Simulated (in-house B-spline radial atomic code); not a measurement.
# As⁴⁺: RPA and G0W0 on different mean-field starts, part 2 of 2

Aim: see how far the highest quasi-particle level and the RPA correlation energy of As⁴⁺ depend on the orbitals that they are built on.

An in-house B-spline radial atomic code; all electrons, scalar-relativistic (spin-free one-electron X2C), finite nucleus. Records are in hartree. The steps go on from the part before.

## Step 13: Run with the LC-ωPBE start

Input settings:

```ini
Z = 33
electrons = 29.0
configuration = [Ar] 3d10 4s1
hamiltonian = x2c
method = lc_wpbe
lmax = 9
rms_radius = 4.0968
spin_polarised = True
box_radius = 11.96
intervals = 68
```

Main fields:

```text
status: converged
energies [hartree]:
  mean_field: -2256.600173
  exx_total: -2255.289064
  exchange: -81.42193252
  rpa: -2.1623972
  rpa_summed: -2.1361774
  direct_second_order: -2.4830859
  second_order_exchange: 0.72474508
  sosex: 0.66926909
rpa_by_multipole [hartree]: [-0.573179, -0.770405, -0.348488, -0.216188, -0.108755, -0.0610326, -0.0303568, -0.0168322, -0.00744278, -0.00277745, -0.00062368, -9.57212e-05]
polarisability [bohr^3: independent particles, RPA]: [3.28836, 2.32506]
gap [hartree]: 0.7706779
levels [hartree]:
  - {"name": "4s up", "occ": 1, "e": -2.284357, "sx": -0.7422889, "vxc": -0.7454066, "sc": -0.05852514, "z": 0.9794443, "qp": -2.340278, "tail": -0.0005136487}
  - {"name": "3d down", "occ": 1, "e": -3.532934, "sx": -2.508463, "vxc": -2.098613, "sc": 0.09889503, "z": 0.9469876, "qp": -3.846214, "tail": -0.002324229}
  - {"name": "3d up", "occ": 1, "e": -3.543783, "sx": -2.509395, "vxc": -2.102077, "sc": 0.09942489, "z": 0.9298629, "qp": -3.853951, "tail": -0.002275726}
  - {"name": "4s down", "occ": 0, "e": -1.882205, "sx": -0.195335, "vxc": -0.3301152, "sc": -0.08048508, "z": 0.9718393, "qp": -1.828408, "tail": -0.0004978744}
ion_energies [hartree]:
  mean_field: -2254.262565
  exx_total: -2253.02559
  exchange: -81.09229357
  rpa: -2.1030596
  rpa_summed: -2.0771721
  direct_second_order: -2.4033079
  second_order_exchange: 0.69938679
  sosex: 0.6480937
```

Wall time 6.2 s (1 thread, shared host).

The 4s↑ level moves from -62.16 to -63.68 eV (weight 0.98).

## Step 14: Run with the ωB97X start

Changes to the settings of step 13:

```diff
@@ -4,3 +4,3 @@
 hamiltonian = x2c
-method = lc_wpbe
+method = wb97x
 lmax = 9
```

Main fields:

```text
status: converged
energies [hartree]:
  mean_field: -2256.94663
  exx_total: -2255.296024
  exchange: -81.4666412
  rpa: -2.1489758
  rpa_summed: -2.1227576
  direct_second_order: -2.4627973
  second_order_exchange: 0.72020834
  sosex: 0.66571702
rpa_by_multipole [hartree]: [-0.567142, -0.766555, -0.346555, -0.215197, -0.108344, -0.0608951, -0.0303144, -0.0168197, -0.00743797, -0.00277666, -0.000623857, -9.58809e-05]
polarisability [bohr^3: independent particles, RPA]: [3.34916, 2.35559]
gap [hartree]: 0.7472331
levels [hartree]:
  - {"name": "4s up", "occ": 1, "e": -2.252154, "sx": -0.7396472, "vxc": -0.7140632, "sc": -0.05854991, "z": 0.9792224, "qp": -2.336797, "tail": -0.000508824}
  - {"name": "3d down", "occ": 1, "e": -3.554978, "sx": -2.512662, "vxc": -2.139321, "sc": 0.0955082, "z": 0.9488375, "qp": -3.835141, "tail": -0.002329865}
  - {"name": "3d up", "occ": 1, "e": -3.561646, "sx": -2.51506, "vxc": -2.139471, "sc": 0.09631469, "z": 0.9394587, "qp": -3.84322, "tail": -0.002300167}
  - {"name": "4s down", "occ": 0, "e": -1.838935, "sx": -0.2065961, "vxc": -0.312914, "sc": -0.08273863, "z": 0.9718552, "qp": -1.815877, "tail": -0.0005206007}
ion_energies [hartree]:
  mean_field: -2254.645408
  exx_total: -2253.033184
  exchange: -81.1546582
  rpa: -2.0886627
  rpa_summed: -2.0627448
  direct_second_order: -2.3807516
  second_order_exchange: 0.69397918
  sosex: 0.64399693
```

It took 6.5 s on 1 thread, shared host.

Highest level 4s↑: -61.28 eV in the start, -63.59 eV after G0W0, weight 0.98.

## Step 15: Run with the PBEsol start

Changes to the settings of step 14:

```diff
@@ -4,3 +4,3 @@
 hamiltonian = x2c
-method = wb97x
+method = pbesol
 lmax = 9
```

Main fields:

```text
status: converged
energies [hartree]:
  mean_field: -2254.937065
  exx_total: -2255.284011
  exchange: -81.39166264
  rpa: -2.2168141
  rpa_summed: -2.1905133
  direct_second_order: -2.5746299
  second_order_exchange: 0.7542965
  sosex: 0.69002055
rpa_by_multipole [hartree]: [-0.59255, -0.792729, -0.355339, -0.219658, -0.110133, -0.0616687, -0.0305525, -0.0169075, -0.00746834, -0.00278612, -0.000625281, -9.59545e-05]
polarisability [bohr^3: independent particles, RPA]: [5.13456, 3.18052]
gap [hartree]: 0.4592004
levels [hartree]:
  - {"name": "4s up", "occ": 1, "e": -2.122852, "sx": -0.743625, "vxc": -0.5848835, "sc": -0.06441754, "z": 0.9686736, "qp": -2.346525, "tail": -0.0005136202}
  - {"name": "3d down", "occ": 1, "e": -3.322089, "sx": -2.509682, "vxc": -1.88774, "sc": 0.1256738, "z": 0.9215988, "qp": -3.820625, "tail": -0.00226784}
  - {"name": "3d up", "occ": 1, "e": -3.333715, "sx": -2.508322, "vxc": -1.890655, "sc": 0.12405, "z": 0.9167677, "qp": -3.829581, "tail": -0.002248358}
  - {"name": "4s down", "occ": 0, "e": -2.04739, "sx": -0.2053829, "vxc": -0.5121964, "sc": -0.09833362, "z": 0.9476517, "qp": -1.83942, "tail": -0.0005092038}
ion_energies [hartree]:
  mean_field: -2252.594928
  exx_total: -2253.021287
  exchange: -81.06690452
  rpa: -2.1471114
  rpa_summed: -2.121142
  direct_second_order: -2.4758827
  second_order_exchange: 0.71734324
  sosex: 0.6612356
```

It took 5.6 s on 1 thread, shared host.

G0W0 moves 4s↑ down by 6.09 eV, to -63.85 eV.

## Step 16: Run with the BLYP start

Changes to the settings of step 15:

```diff
@@ -4,3 +4,3 @@
 hamiltonian = x2c
-method = pbesol
+method = b88,lyp
 lmax = 9
```

Main fields:

```text
status: converged
energies [hartree]:
  mean_field: -2256.976108
  exx_total: -2255.282254
  exchange: -81.41659876
  rpa: -2.2179307
  rpa_summed: -2.1916531
  direct_second_order: -2.5771558
  second_order_exchange: 0.75478792
  sosex: 0.69028313
rpa_by_multipole [hartree]: [-0.593668, -0.792871, -0.355413, -0.219605, -0.110092, -0.0616163, -0.0305271, -0.0168936, -0.00746342, -0.00278388, -0.000624743, -9.58099e-05]
polarisability [bohr^3: independent particles, RPA]: [5.15782, 3.19084]
gap [hartree]: 0.4585246
levels [hartree]:
  - {"name": "4s up", "occ": 1, "e": -2.128192, "sx": -0.7420947, "vxc": -0.5880173, "sc": -0.0646169, "z": 0.9685721, "qp": -2.3474, "tail": -0.0005133547}
  - {"name": "3d down", "occ": 1, "e": -3.319004, "sx": -2.50582, "vxc": -1.880812, "sc": 0.1262602, "z": 0.9211603, "qp": -3.820014, "tail": -0.002262732}
  - {"name": "3d up", "occ": 1, "e": -3.32905, "sx": -2.508665, "vxc": -1.8846, "sc": 0.1256515, "z": 0.9163006, "qp": -3.829709, "tail": -0.002245304}
  - {"name": "4s down", "occ": 0, "e": -2.077368, "sx": -0.2023024, "vxc": -0.5353119, "sc": -0.09913518, "z": 0.9449765, "qp": -1.843996, "tail": -0.0005026958}
ion_energies [hartree]:
  mean_field: -2254.616197
  exx_total: -2253.018318
  exchange: -81.085673
  rpa: -2.1485661
  rpa_summed: -2.1226306
  direct_second_order: -2.4792935
  second_order_exchange: 0.71797649
  sosex: 0.66157461
```

Wall time 5.7 s (1 thread, shared host).

Highest level 4s↑: -57.91 eV in the start, -63.88 eV after G0W0, weight 0.97.

## Step 17: Run with the r2SCAN0 start

Changes to the settings of step 16:

```diff
@@ -4,3 +4,3 @@
 hamiltonian = x2c
-method = b88,lyp
+method = r2scan0
 lmax = 9
```

Main fields:

```text
status: converged
energies [hartree]:
  mean_field: -2256.821938
  exx_total: -2255.304919
  exchange: -81.50089926
  rpa: -2.1404464
  rpa_summed: -2.1144833
  direct_second_order: -2.4547512
  second_order_exchange: 0.72079699
  sosex: 0.66512377
rpa_by_multipole [hartree]: [-0.563119, -0.767232, -0.344732, -0.213883, -0.107519, -0.060456, -0.0300505, -0.0166628, -0.00736698, -0.00274871, -0.000618099, -9.50092e-05]
polarisability [bohr^3: independent particles, RPA]: [4.23594, 2.8041]
gap [hartree]: 0.570975
levels [hartree]:
  - {"name": "4s up", "occ": 1, "e": -2.176914, "sx": -0.730412, "vxc": -0.6309339, "sc": -0.06104737, "z": 0.9746869, "qp": -2.337926, "tail": -0.0004865053}
  - {"name": "3d down", "occ": 1, "e": -3.505732, "sx": -2.517526, "vxc": -2.10033, "sc": 0.1015296, "z": 0.944257, "qp": -3.823695, "tail": -0.002296997}
  - {"name": "3d up", "occ": 1, "e": -3.516343, "sx": -2.516055, "vxc": -2.102113, "sc": 0.09973373, "z": 0.910973, "qp": -3.83276, "tail": -0.002207951}
  - {"name": "4s down", "occ": 0, "e": -1.949036, "sx": -0.1903116, "vxc": -0.3956065, "sc": -0.08596341, "z": 0.9624877, "qp": -1.830183, "tail": -0.0004777625}
ion_energies [hartree]:
  mean_field: -2254.500688
  exx_total: -2253.03994
  exchange: -81.17852404
  rpa: -2.0776111
  rpa_summed: -2.0519584
  direct_second_order: -2.368761
  second_order_exchange: 0.69001581
  sosex: 0.64026344
```

It took 4.8 s on 1 thread, shared host.

G0W0 moves 4s↑ down by 4.38 eV, to -63.62 eV.

## Step 18: Run with the exchange-only LDA start

Changes to the settings of step 17:

```diff
@@ -4,3 +4,3 @@
 hamiltonian = x2c
-method = r2scan0
+method = lda,
 lmax = 9
```

Main fields:

```text
status: converged
energies [hartree]:
  mean_field: -2250.636949
  exx_total: -2255.271033
  exchange: -81.30717041
  rpa: -2.2204783
  rpa_summed: -2.1942395
  direct_second_order: -2.5826389
  second_order_exchange: 0.75600803
  sosex: 0.6910005
rpa_by_multipole [hartree]: [-0.596477, -0.793028, -0.355446, -0.219468, -0.109994, -0.0615228, -0.0304821, -0.0168691, -0.00745338, -0.00278, -0.000623795, -9.56174e-05]
polarisability [bohr^3: independent particles, RPA]: [5.23463, 3.23481]
gap [hartree]: 0.454598
levels [hartree]:
  - {"name": "4s up", "occ": 1, "e": -2.097437, "sx": -0.7398801, "vxc": -0.5513433, "sc": -0.06323923, "z": 0.9690011, "qp": -2.349725, "tail": -0.0005115926}
  - {"name": "3d down", "occ": 1, "e": -3.260016, "sx": -2.506476, "vxc": -1.801448, "sc": 0.1338061, "z": 0.9137053, "qp": -3.83348, "tail": -0.002241646}
  - {"name": "3d up", "occ": 1, "e": -3.273122, "sx": -2.501323, "vxc": -1.804022, "sc": 0.1315063, "z": 0.9078048, "qp": -3.841135, "tail": -0.002217806}
  - {"name": "4s down", "occ": 0, "e": -1.994159, "sx": -0.207624, "vxc": -0.4567383, "sc": -0.09587925, "z": 0.9521204, "qp": -1.84144, "tail": -0.0005158501}
ion_energies [hartree]:
  mean_field: -2248.319673
  exx_total: -2253.007245
  exchange: -80.97954807
  rpa: -2.1512715
  rpa_summed: -2.1253697
  direct_second_order: -2.4846757
  second_order_exchange: 0.7191127
  sosex: 0.66226246
```

It took 5.6 s on 1 thread, shared host.

Highest level 4s↑: -57.07 eV in the start, -63.94 eV after G0W0, weight 0.97.

## Step 19: The members side by side

```
            start  level  mean field (eV)  G0W0 (eV)  weight  RPA (hartree)  RPA+SOSEX (hartree)  α, direct RPA (bohr³)   time  miss (eV)
     Hartree-Fock    4s↑           -61.81     -63.28   0.983       -2.02893             -1.39893                  2.293  5.1 s     +0.507
       LDA (VWN5)    4s↑           -58.16     -63.90   0.969       -2.22005             -1.52928                  3.157  5.4 s      +1.13
              PBE    4s↑           -57.75     -63.84   0.969       -2.21552             -1.52585                  3.206  5.1 s      +1.07
             PBE0    4s↑           -58.92     -63.67   0.973       -2.16335             -1.49090                  2.881  5.3 s     +0.904
           r2SCAN    4s↑           -58.09     -63.75   0.971       -2.18109             -1.50251                  3.072  4.3 s     +0.977
            HSE06    4s↑           -58.66     -63.71   0.972       -2.16711             -1.49298                  2.970  6.2 s     +0.941
            B3LYP    4s↑           -59.00     -63.74   0.972       -2.17575             -1.49947                  2.926  5.3 s     +0.975
             SCAN    4s↑           -58.31     -63.76   0.971       -2.18003             -1.50210                  3.027  4.8 s     +0.988
             TPSS    4s↑           -57.58     -63.83   0.969       -2.20545             -1.51884                  3.182  4.5 s      +1.06
        BHandHLYP    4s↑           -60.23     -63.56   0.977       -2.11700             -1.45962                  2.626  5.7 s     +0.791
        CAM-B3LYP    4s↑           -60.76     -63.69   0.977       -2.15799             -1.48891                  2.574  6.4 s     +0.917
          LC-ωPBE    4s↑           -62.16     -63.68   0.979       -2.16240             -1.49313                  2.325  6.2 s     +0.912
            ωB97X    4s↑           -61.28     -63.59   0.979       -2.14898             -1.48326                  2.356  6.5 s     +0.817
           PBEsol    4s↑           -57.77     -63.85   0.969       -2.21681             -1.52679                  3.181  5.6 s      +1.08
             BLYP    4s↑           -57.91     -63.88   0.969       -2.21793             -1.52765                  3.191  5.7 s      +1.11
          r2SCAN0    4s↑           -59.24     -63.62   0.975       -2.14045             -1.47532                  2.804  4.8 s     +0.848
exchange-only LDA    4s↑           -57.07     -63.94   0.969       -2.22048             -1.52948                  3.235  5.6 s      +1.17
```

The miss is the G0W0 removal energy (the level with its sign changed) less the measured ionisation energy, 62.770 ± 0.06 eV. Times are single runs on a shared host.

Removal energy from total energies of the two species (eV):

```
            start  mean field  HF functional    RPA  RPA+SOSEX  second order
     Hartree-Fock       61.70          61.70  63.10      62.59         62.90
       LDA (VWN5)       64.22          61.56  63.47      62.68         63.25
              PBE       63.90          61.60  63.48      62.70         63.26
             PBE0       63.45          61.63  63.37      62.68         63.16
           r2SCAN       63.39          61.59  63.43      62.67         63.21
            HSE06       63.54          61.63  63.40      62.69         63.18
            B3LYP       64.00          61.63  63.40      62.69         63.18
             SCAN       63.58          61.56  63.42      62.66         63.21
             TPSS       63.40          61.57  63.46      62.68         63.24
        BHandHLYP       63.42          61.67  63.29      62.67         63.08
        CAM-B3LYP       63.99          61.63  63.30      62.67         63.12
          LC-ωPBE       63.61          61.59  63.21      62.63         63.07
            ωB97X       62.62          61.57  63.22      62.63         63.09
           PBEsol       63.73          61.57  63.47      62.69         63.25
             BLYP       64.22          61.60  63.49      62.71         63.27
          r2SCAN0       63.16          61.63  63.34      62.67         63.14
exchange-only LDA       63.06          61.60  63.48      62.70         63.26
```

## Step 20: What came out

What follows sums up all 2 parts.

| quantity | value |
| --- | --- |
| highest level, mean field (range over the runs) | -62.16 to -57.07 eV |
| highest level, G0W0 (range over the runs) | -63.94 to -63.28 eV |
| RPA correlation energy | -2.220 to -2.029 hartree |
| RPA+SOSEX | -1.5295 to -1.3989 hartree |
| measured ionisation energy (4s shell) | 62.770 ± 0.06 eV (NIST Atomic Spectra Database, ionization energies) |
| G0W0 removal energy less that value | +0.507 to +1.17 eV |

Across the starts the mean-field level varies by 5.09 eV and the G0W0 level by 0.66 eV (13 % as much). Semilocal starts leave the level too high; G0W0 lowers it by 5.4 to 6.9 eV. RPA gives the most correlation on exchange-only LDA and the least on Hartree-Fock (8.6 % apart); over the runs it loosely follows the gap of the start, as smaller excitation energies give more correlation. The measured ionisation energy is 62.770 ± 0.06 eV; G0W0 misses it by +0.51 eV at best (on Hartree-Fock) and +1.2 eV at worst (on exchange-only LDA). The missing Breit and QED terms are far too small here to explain the miss, which is the method's own. Read as a removal energy, the bare PBE level is off by -5.02 eV (-8.0 %) and the nearest bare level, LC-ωPBE's, by -0.609 eV. As differences of total energies the mean miss over the starts is 0.84 eV for mean field, 0.60 eV for RPA, 0.099 eV for RPA+SOSEX.
